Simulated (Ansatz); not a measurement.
# CH5GaO2Si: one species, many methods

The task here is to estimate one member of a computed series from the others.

Computed with Ansatz 0.2.0, Gaussian basis. Level: functionals in def2-TZVPP, the program's frozen cores in correlated methods.

Plan: LDA (SPW92), PBE-D4, revPBE-D4, BLYP-D4, r2SCAN-D4, B97M-V, PBE0-D4, B3LYP-D4, r2SCANh-D4, r2SCAN0-D4, HSE06-D4, BHLYP-D4, CAM-B3LYP-D4, LC-ωPBE, ωB97X-V, ωB97M-V, B2PLYP, PBE-QIDH; CCSD(T)/def2-SVP; CCSD(T)/def2-TZVPP; MP2/def2-QZVPP; extrapolation to the limit; RPA on PBE.

## Structure used throughout

An earlier PBE0-D4 in a triple-zeta def2 set relaxation fixed the geometry.

SMILES `O[SiH2][CH]1[O][GaH]1`, 10 atoms, charge 0, spin multiplicity 1.

Atoms are counted from 1 here; the program's logs count them from 0.

Bond lengths: O1–Si2 1.733 Å, O1–H6 0.962 Å, Si2–C3 1.827 Å, Si2–H7 1.484 Å, Si2–H8 1.489 Å, C3–O4 1.449 Å, C3–Ga5 1.947 Å, C3–H9 1.087 Å, O4–Ga5 1.858 Å, Ga5–H10 1.530 Å. Angles: Si2–O1–H6 116.8°, O1–Si2–C3 95.3°, O1–Si2–H7 107.5°, O1–Si2–H8 103.9°, C3–Si2–H7 116.1°, C3–Si2–H8 120.2°, H7–Si2–H8 110.9°, Si2–C3–O4 108.3°, Si2–C3–Ga5 94.2°, Si2–C3–H9 127.8°, O4–C3–Ga5 64.4°, O4–C3–H9 117.0°, Ga5–C3–H9 127.4°, C3–O4–Ga5 70.9°, C3–Ga5–O4 44.7°, C3–Ga5–H10 166.0°, O4–Ga5–H10 132.1°.

The first run:

Input file in.yaml:

```yaml
crystal:
  periodic: [false, false, false]
  atoms:
    - {symbol: O, position_ang: [-1.014672, 0.929249, 0.148227]}
    - {symbol: Si, position_ang: [-0.060066, -0.063510, 1.200305]}
    - {symbol: C, position_ang: [0.999371, -0.743297, -0.123610]}
    - {symbol: O, position_ang: [0.146067, -1.364643, -1.116129]}
    - {symbol: Ga, position_ang: [0.297031, 0.448928, -1.492992]}
    - {symbol: H, position_ang: [-1.961482, 0.760075, 0.133623]}
    - {symbol: H, position_ang: [0.607818, 0.833670, 2.175571]}
    - {symbol: H, position_ang: [-1.061678, -0.932376, 1.876816]}
    - {symbol: H, position_ang: [2.013349, -1.124788, -0.036406]}
    - {symbol: H, position_ang: [0.034253, 1.256684, -2.765417]}
basis:
  gaussian: {orbitals: def2-TZVPP}
hamiltonian: {xc: lda}
output: {orbitals: {seedname: orbitals}}
```

The run is started by

```
$ ansatz run in.yaml --threads 4 --pin off --events-out ev --progress --plain --max-ram 10444MiB
```

Steps of the session up to this table: LDA; PBE-D4 (GGA); revPBE-D4 (GGA); BLYP-D4 (GGA); r2SCAN-D4 (meta-GGA); B97M-V (meta-GGA); PBE0-D4 (hybrid); B3LYP-D4 (hybrid); r2SCANh-D4 (hybrid); r2SCAN0-D4 (hybrid); HSE06-D4 (hybrid); BHLYP-D4 (hybrid); CAM-B3LYP-D4 (range-separated); LC-ωPBE (range-separated); ωB97X-V (range-separated); ωB97M-V (range-separated); B2PLYP (double hybrid); PBE-QIDH (double hybrid).

One table of the session follows, with a row left open; its other results are not shown here.

It belongs to the step «Frontier levels by functional». 

| functional | HOMO (eV) | gap (eV) |
| --- | --- | --- |
| LDA (SPW92) | -4.96 | 3.26 |
| PBE-D4 | ? | ? |
| revPBE-D4 | -4.68 | 3.31 |
| BLYP-D4 | -4.63 | 3.23 |
| r2SCAN-D4 | -4.91 | 3.75 |
| B97M-V | -4.98 | 3.64 |
| PBE0-D4 | -5.80 | 5.13 |
| B3LYP-D4 | -5.62 | 4.69 |
| r2SCANh-D4 | -5.31 | 4.43 |
| r2SCAN0-D4 | -5.92 | 5.43 |
| HSE06-D4 | -5.41 | 4.37 |
| BHLYP-D4 | -6.76 | 6.84 |
| CAM-B3LYP-D4 | -7.05 | 7.27 |
| LC-ωPBE | -8.29 | 9.67 |
| ωB97X-V | -7.98 | 9.20 |
| ωB97M-V | -7.92 | 8.85 |

Estimate the missing values for PBE-D4.

The run gave: HOMO (eV): -4.76; gap (eV): 3.29. In the column «HOMO (eV)» it lies between r2SCAN-D4 (-4.91) and revPBE-D4 (-4.68).
